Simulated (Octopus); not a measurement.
**A workflow on InH2F (SMILES [F][InH2])**

We compute a series of 8 runs (PBE) of FH2In. The setting varied is the grid spacing. 

Program for the calculation: Octopus 16.4.

6 further runs of the same task are left out: 6 set aside as unsound or not needed.

### 1 The structure to begin with

InH2F has 4 atoms, charge 0, and is taken as a singlet. As SMILES, `[F][InH2]`. Geometry: relaxed at PBE0-D4/def2-TZVP.

Bond lengths: F1–In2 1.961 Å, In2–H3 1.702 Å, In2–H4 1.702 Å. Angles: F1–In2–H3 110.4°, F1–In2–H4 110.4°, H3–In2–H4 139.2°.

### 2 Energy and gradient at PBE (scalar, in the pseudopotentials, pseudodojo_pbe potentials, box margin 5 angstrom, extra states 0, grid spacing 0.195 angstrom, mix field default) (run 1)

Launch:

```bash
OMP_NUM_THREADS=1 octopus > gs.log
```

Standard output:

```text
Version                : 16.4
[... 155 lines left out ...]
Converged eigenvectors: 0
#  State  Eigenvalue [eV]  Occupation    Error
[... 9 lines left out ...]
Converged eigenvectors: 0
#  State  Eigenvalue [eV]  Occupation    Error
[... 49 lines left out ...]
Converged eigenvectors: 0
#  State  Eigenvalue [eV]  Occupation    Error
[... 9 lines left out ...]
Converged eigenvectors: 0
#  State  Eigenvalue [eV]  Occupation    Error
[... 6 lines left out ...]
Info: SCF converged in   17 iterations
[... 1 line left out ...]
**   Some of the states are not fully converged!
[... 1 line left out ...]
Octopus emitted 2 warnings.
```

Run time: 24 s. Hardware: 1 thread of Arm Neoverse V1, shared host; peak memory 0.13 GiB.

### 3 The distorted shape: energy and gradient at PBE (scalar, in the pseudopotentials, pseudodojo_pbe potentials, box margin 5 angstrom, extra states 0, grid spacing 0.195 angstrom, mix field default) (run 2)

Launch:

```bash
OMP_NUM_THREADS=1 octopus > gs.log
```

Standard output:

```text
Version                : 16.4
[... 155 lines left out ...]
Converged eigenvectors: 0
#  State  Eigenvalue [eV]  Occupation    Error
[... 9 lines left out ...]
Converged eigenvectors: 0
#  State  Eigenvalue [eV]  Occupation    Error
[... 46 lines left out ...]
Converged eigenvectors: 0
#  State  Eigenvalue [eV]  Occupation    Error
[... 9 lines left out ...]
Converged eigenvectors: 0
#  State  Eigenvalue [eV]  Occupation    Error
[... 6 lines left out ...]
Info: SCF converged in   16 iterations
[... 1 line left out ...]
**   Some of the states are not fully converged!
[... 1 line left out ...]
Octopus emitted 2 warnings.
```

It took 24 s on 1 thread of Arm Neoverse V1, shared host; peak memory 0.13 GiB.

Runs 3 to 6 aren't shown in full; the table further down has their settings and results.

### 4 Energy and forces at PBE (scalar, in the pseudopotentials, pseudodojo_pbe potentials, box margin 5 angstrom, extra states 0, grid spacing 0.132 angstrom, mix field default) (run 7)

Launch:

```bash
OMP_NUM_THREADS=1 octopus > gs.log
```

Standard output:

```text
Version                : 16.4
[... 155 lines left out ...]
Converged eigenvectors: 0
#  State  Eigenvalue [eV]  Occupation    Error
[... 9 lines left out ...]
Converged eigenvectors: 0
#  State  Eigenvalue [eV]  Occupation    Error
[... 52 lines left out ...]
Converged eigenvectors: 0
#  State  Eigenvalue [eV]  Occupation    Error
[... 9 lines left out ...]
Converged eigenvectors: 0
#  State  Eigenvalue [eV]  Occupation    Error
[... 6 lines left out ...]
Info: SCF converged in   18 iterations
[... 1 line left out ...]
**   Some of the states are not fully converged!
[... 1 line left out ...]
Octopus emitted 2 warnings.
```

It took 82 s on 1 thread of Arm Neoverse V1, shared host; peak memory 0.35 GiB.

### 5 The distorted shape: energy and gradient at PBE (scalar, in the pseudopotentials, pseudodojo_pbe potentials, box margin 5 angstrom, extra states 0, grid spacing 0.132 angstrom, mix field default) (run 8)

Launch:

```bash
OMP_NUM_THREADS=1 octopus > gs.log
```

Standard output:

```text
Version                : 16.4
[... 155 lines left out ...]
Converged eigenvectors: 0
#  State  Eigenvalue [eV]  Occupation    Error
[... 9 lines left out ...]
Converged eigenvectors: 0
#  State  Eigenvalue [eV]  Occupation    Error
[... 46 lines left out ...]
Converged eigenvectors: 0
#  State  Eigenvalue [eV]  Occupation    Error
[... 9 lines left out ...]
Converged eigenvectors: 0
#  State  Eigenvalue [eV]  Occupation    Error
[... 6 lines left out ...]
Info: SCF converged in   16 iterations
[... 1 line left out ...]
**   Some of the states are not fully converged!
[... 1 line left out ...]
Octopus emitted 2 warnings.
```

Wall time 79 s (1 thread of Arm Neoverse V1, shared host); peak memory 0.35 GiB.

### 6 Overview of the runs

```csv
run,level,grid spacing,sweep point,partner,energy (Eh),dipole moment (D),HOMO energy (eV),wall time
1,"PBE (scalar, in the pseudopotentials, pseudodojo_pbe potentials, box margin 5 angstrom, extra states 0, grid spacing 0.195 angstrom, mix field default)",0.195,4,base,-92.391717,2.99,-7.35,24 s
2,"PBE (scalar, in the pseudopotentials, pseudodojo_pbe potentials, box margin 5 angstrom, extra states 0, grid spacing 0.195 angstrom, mix field default)",0.195,4,In2–H3 1.87 Å,-92.387353,2.90,-7.33,24 s
3,"PBE (scalar, in the pseudopotentials, pseudodojo_pbe potentials, box margin 5 angstrom, extra states 0, grid spacing 0.172 angstrom, mix field default)",0.172,5,base,-92.297915,2.96,-7.36,35 s
4,"PBE (scalar, in the pseudopotentials, pseudodojo_pbe potentials, box margin 5 angstrom, extra states 0, grid spacing 0.172 angstrom, mix field default)",0.172,5,In2–H3 1.87 Å,-92.293725,2.87,-7.33,34 s
5,"PBE (scalar, in the pseudopotentials, pseudodojo_pbe potentials, box margin 5 angstrom, extra states 0, grid spacing 0.15 angstrom, mix field default)",0.15,6,base,-92.265550,2.96,-7.36,55 s
6,"PBE (scalar, in the pseudopotentials, pseudodojo_pbe potentials, box margin 4.99998 angstrom, extra states 0, grid spacing 0.150022 angstrom, mix field default)",0.150022,6,In2–H3 1.87 Å,-92.261330,2.87,-7.33,50 s
7,"PBE (scalar, in the pseudopotentials, pseudodojo_pbe potentials, box margin 5 angstrom, extra states 0, grid spacing 0.132 angstrom, mix field default)",0.132,7,base,-92.253353,2.96,-7.36,82 s
8,"PBE (scalar, in the pseudopotentials, pseudodojo_pbe potentials, box margin 5 angstrom, extra states 0, grid spacing 0.132 angstrom, mix field default)",0.132,7,In2–H3 1.87 Å,-92.249088,2.87,-7.33,79 s
```

Convergence of the dipole moment of singlet InH2F with the grid spacing, against the last point:

```csv
grid spacing,from the last (D),wall time
0.195 Å,+0.0304,24 s
0.172 Å,+0.0014,35 s
0.15 Å,+0.0010,55 s
0.132 Å,+0.0000,82 s
```

Convergence of the HOMO energy of singlet InH2F with the grid spacing, against the last point:

```csv
grid spacing,from the last (eV),wall time
0.195 Å,+0.0055,24 s
0.172 Å,+0.0003,35 s
0.15 Å,+0.0003,55 s
0.132 Å,+0.0000,82 s
```

### 7 Summary of results

| quantity | value |
| --- | --- |
| distorted shape, run 8: total energy | -92.24909 Eh |
| distorted shape, run 8: dipole moment | 2.87 D |
| distorted shape, run 8: HOMO energy | -7.33 eV |
| distorted shape, run 8: largest force on an atom | 1.702 eV/Å |
| energy change with the In2–H3 bond stretched from 1.702 to 1.873 Å, PBE (run 1, grid spacing 0.195) | 0.119 eV |
| energy change with the In2–H3 bond stretched from 1.702 to 1.873 Å, PBE (run 3, grid spacing 0.172) | 0.114 eV |
| energy change with the In2–H3 bond stretched from 1.702 to 1.873 Å, PBE (run 7, grid spacing 0.132) | 0.116 eV |

**Reading.** For the dipole moment of singlet InH2F to stay within 0.02 D of the last point, 0.172 Å is the first point of the series from which all later ones do (35 s against 82 s). For the dipole moment of singlet InH2F to stay within 0.005 D of the last point, 0.172 Å is the first point of the series from which all later ones do (35 s against 82 s). For the HOMO energy of singlet InH2F to stay within 0.005 eV of the last point, 0.172 Å is the first point of the series from which all later ones do (35 s against 82 s). All runs together took 6.4 min, the longest 82 s.
